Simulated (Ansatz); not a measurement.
# C3H11NSi: one species, many methods

One table from this session's results is given with a row withheld; the runs are named, their logs left out.

The runs use Ansatz 0.2.0, Gaussian basis; functionals in def2-TZVPP, the program's frozen cores in correlated methods.

The runs, in order: LDA (SPW92), PBE-D4, revPBE-D4, BLYP-D4, r2SCAN-D4, B97M-V, PBE0-D4, B3LYP-D4, r2SCANh-D4, r2SCAN0-D4, HSE06-D4, BHLYP-D4, CAM-B3LYP-D4, LC-ωPBE, ωB97X-V, ωB97M-V, B2PLYP, PBE-QIDH; CCSD(T)/def2-SVP; CCSD(T)/def2-TZVPP; MP2/def2-QZVPP; extrapolation to the limit; RPA on PBE.

### The relaxed structure

All runs share one geometry, relaxed beforehand with PBE0-D4 in a triple-zeta def2 set.

SMILES `C[SiH2]N(C)C`, 16 atoms, charge 0, spin multiplicity 1.

Atoms are counted from 1 here; the program's logs count them from 0.

Bond lengths: C1–Si2 1.866 Å, C1–H6 1.092 Å, C1–H7 1.094 Å, C1–H8 1.092 Å, Si2–N3 1.723 Å, Si2–H9 1.500 Å, Si2–H10 1.489 Å, N3–C4 1.442 Å, N3–C5 1.442 Å, C4–H11 1.098 Å, C4–H12 1.092 Å, C4–H13 1.101 Å, C5–H14 1.092 Å, C5–H15 1.097 Å, C5–H16 1.101 Å. Angles: Si2–C1–H6 112.0°, Si2–C1–H7 109.4°, Si2–C1–H8 111.2°, H6–C1–H7 107.3°, H6–C1–H8 108.5°, H7–C1–H8 108.3°, C1–Si2–N3 110.9°, C1–Si2–H9 107.7°, C1–Si2–H10 111.3°, N3–Si2–H9 113.9°, N3–Si2–H10 106.0°, H9–Si2–H10 107.0°, Si2–N3–C4 120.5°, Si2–N3–C5 121.4°, C4–N3–C5 113.1°, N3–C4–H11 110.5°, N3–C4–H12 110.4°, N3–C4–H13 112.8° and more.

As a file:

```xyz
16
C3H11NSi
C     0.7677    1.6697   -1.4157
Si    0.7456   -0.1339   -0.9375
N    -0.3958   -0.4230    0.3207
C    -0.9143   -1.7495    0.5469
C    -0.4456    0.4106    1.4960
H     1.1574    2.3003   -0.6132
H     1.4190    1.8076   -2.2831
H    -0.2325    2.0212   -1.6782
H     2.1498   -0.5287   -0.5872
H     0.3253   -0.9921   -2.0794
H    -1.9559   -1.7014    0.8894
H    -0.8947   -2.3293   -0.3784
H    -0.3438   -2.3059    1.3069
H    -0.0945    1.4198    1.2716
H    -1.4764    0.4955    1.8628
H     0.1659    0.0167    2.3229
```

Set-up of the first run:

Input file in.yaml:

```yaml
crystal:
  periodic: [false, false, false]
  atoms:
    - {symbol: C, position_ang: [0.767651, 1.669657, -1.415663]}
    - {symbol: Si, position_ang: [0.745648, -0.133870, -0.937481]}
    - {symbol: N, position_ang: [-0.395838, -0.423013, 0.320709]}
    - {symbol: C, position_ang: [-0.914298, -1.749523, 0.546929]}
    - {symbol: C, position_ang: [-0.445636, 0.410573, 1.495960]}
    - {symbol: H, position_ang: [1.157404, 2.300284, -0.613236]}
    - {symbol: H, position_ang: [1.418983, 1.807614, -2.283144]}
    - {symbol: H, position_ang: [-0.232479, 2.021242, -1.678201]}
    - {symbol: H, position_ang: [2.149771, -0.528743, -0.587185]}
    - {symbol: H, position_ang: [0.325304, -0.992136, -2.079417]}
    - {symbol: H, position_ang: [-1.955920, -1.701394, 0.889404]}
    - {symbol: H, position_ang: [-0.894665, -2.329346, -0.378392]}
    - {symbol: H, position_ang: [-0.343755, -2.305903, 1.306897]}
    - {symbol: H, position_ang: [-0.094509, 1.419758, 1.271590]}
    - {symbol: H, position_ang: [-1.476390, 0.495510, 1.862753]}
    - {symbol: H, position_ang: [0.165931, 0.016691, 2.322878]}
basis:
  gaussian: {orbitals: def2-TZVPP}
hamiltonian: {xc: lda}
output: {orbitals: {seedname: orbitals}}
```

Launch:

```
$ ansatz run in.yaml --threads 2 --pin off --events-out ev --progress --plain --max-ram 20480MiB --backend cuda --devices 0, --max-vram 18GiB
```

Among the steps run: LDA; PBE-D4 (GGA); revPBE-D4 (GGA); BLYP-D4 (GGA); r2SCAN-D4 (meta-GGA); B97M-V (meta-GGA); PBE0-D4 (hybrid); B3LYP-D4 (hybrid); r2SCANh-D4 (hybrid); r2SCAN0-D4 (hybrid); HSE06-D4 (hybrid); BHLYP-D4 (hybrid); CAM-B3LYP-D4 (range-separated); LC-ωPBE (range-separated); ωB97X-V (range-separated); ωB97M-V (range-separated); B2PLYP (double hybrid); PBE-QIDH (double hybrid).

One of the session's tables, all rows but one given; the rest of the session is left out.

| functional | HOMO (eV) | LUMO (eV) | gap (eV) |
| --- | --- | --- | --- |
| LDA (SPW92) | -5.04 | -0.04 | 5.00 |
| PBE-D4 | -4.95 | 0.22 | 5.17 |
| revPBE-D4 | -4.91 | 0.33 | 5.25 |
| BLYP-D4 | -4.86 | 0.30 | 5.16 |
| r2SCAN-D4 | -5.19 | 0.72 | 5.90 |
| B97M-V | -5.38 | 0.37 | 5.74 |
| PBE0-D4 | -6.25 | 1.04 | 7.29 |
| B3LYP-D4 | -6.06 | 0.77 | 6.83 |
| r2SCANh-D4 | -5.68 | 0.99 | 6.66 |
| r2SCAN0-D4 | -6.42 | 1.37 | 7.79 |
| HSE06-D4 | -5.85 | 0.67 | 6.52 |
| BHLYP-D4 | -7.52 | 1.71 | 9.23 |
| CAM-B3LYP-D4 | -7.63 | 1.87 | 9.50 |
| LC-ωPBE | ? | ? | ? |
| ωB97X-V | -8.64 | 2.91 | 11.54 |
| ωB97M-V | -8.56 | 2.50 | 11.06 |

**Question.** Estimate the row for LC-ωPBE.

As computed: HOMO (eV): -8.94; LUMO (eV): 3.11; gap (eV): 12.06. In the column «HOMO (eV)» it is the lowest.
